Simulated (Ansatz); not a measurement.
# GeNH₂ (quartet): from Hartree-Fock to the top rungs at distance Ge1–N2 = 1.565 Å, cc-pVDZ

One table from this session's results is given with a row withheld; the runs are named, their logs left out.

The runs use Ansatz 0.2.0, Gaussian basis; cc-pVDZ, core rule «outside noble gas», up to 15 orbitals frozen.

Plan: UHF; CCSD(T) on ROHF; CCSD(T) on UHF; BCCD(T) on ROHF; CISD; CCSDT(Q) on ROHF; CCSDT(Q) on UHF; CASSCF and MRCISD+Q, 5 electrons in 5 orbitals; CASSCF and NEVPT2, 5 electrons in 5 orbitals.

32 further runs of the same task are left out: 4 for a known fault of the program, 3 for a mislabelled method, 17 that didn't finish, 8 set aside as unsound or not needed.

### The geometry

The geometry derives from a PBE0/def2-TZVP stationary point (not a proven minimum). One bond is set to the value named and the two fragments are kept rigid. No spin-orbit coupling is included. The filled d shell of Ge may be among the frozen orbitals whatever the setting's name suggests; the logs give the count.

4 atoms, charge 0, spin multiplicity 4.

Atoms are counted from 1 here; the program's logs count them from 0.

Bond lengths: Ge1–N2 1.565 Å, Ge1–H3 1.558 Å, N2–H4 1.027 Å. Angles: N2–Ge1–H3 110.8°, Ge1–N2–H4 110.3°.

The first run:

in.yaml reads:

```yaml
crystal:
  periodic: [false, false, false]
  atoms:
    - {symbol: Ge, position_ang: [0.000033, 0.037670, 0.260403]}
    - {symbol: N, position_ang: [-0.062123, -0.137521, -1.293518]}
    - {symbol: H, position_ang: [0.281970, -1.325033, 0.960449]}
    - {symbol: H, position_ang: [0.578903, 0.521258, -1.751900]}
basis:
  gaussian: {orbitals: cc-pVDZ}
magnetization: {spin_polarized: true, initial_magnetization: 3}
hamiltonian: {xc: hf}
output: {orbitals: {seedname: orbitals}}
```

Run with:

```
> ansatz run in.yaml --threads 1 --pin off --events-out ev --progress --plain --max-ram 2393MiB
```

Among the steps run: UHF; CCSD(T) on ROHF; CCSD(T) on UHF; BCCD(T) on ROHF; CISD; CCSDT(Q) on ROHF; CCSDT(Q) on UHF; CASSCF and MRCISD+Q, 5 electrons in 5 orbitals; CASSCF and NEVPT2, 5 electrons in 5 orbitals.

One of the session's tables, all rows but one given; the rest of the session is left out.

```
       method  from UCCSDT(Q) (meV)
         ROHF               +6354.6
          UHF               +6182.6
         RMP2                +976.0
         UMP2                +968.2
        RCCSD                +190.7
        UCCSD                     ?
     RCCSD(T)                 +45.5
     UCCSD(T)                 +35.2
      BCCD(T)                 +44.2
       RCCSDT                 +20.9
       UCCSDT                 +10.5
    RCCSDT(Q)                 +10.9
    UCCSDT(Q)                     0
  CASSCF pair               +5828.9
  NEVPT2 pair               +1010.1
  MRCISD pair                +525.1
MRCISD+Q pair                 +80.6
```

**Question.** Estimate the row for UCCSD.

As computed: from UCCSDT(Q) (meV): +177.2. In the column «from UCCSDT(Q) (meV)» it lies between MRCISD+Q pair (+80.6) and RCCSD (+190.7).

Not comparable, so not listed: CISD (they don't share determinant, frozen orbitals or solution with the rows shown, or repeat one).

Limits of these values: Restricted and unrestricted rows rest on different reference determinants; where their highest levels disagree by more than a few hundredths of an eV, they describe different states and don't form one ladder.
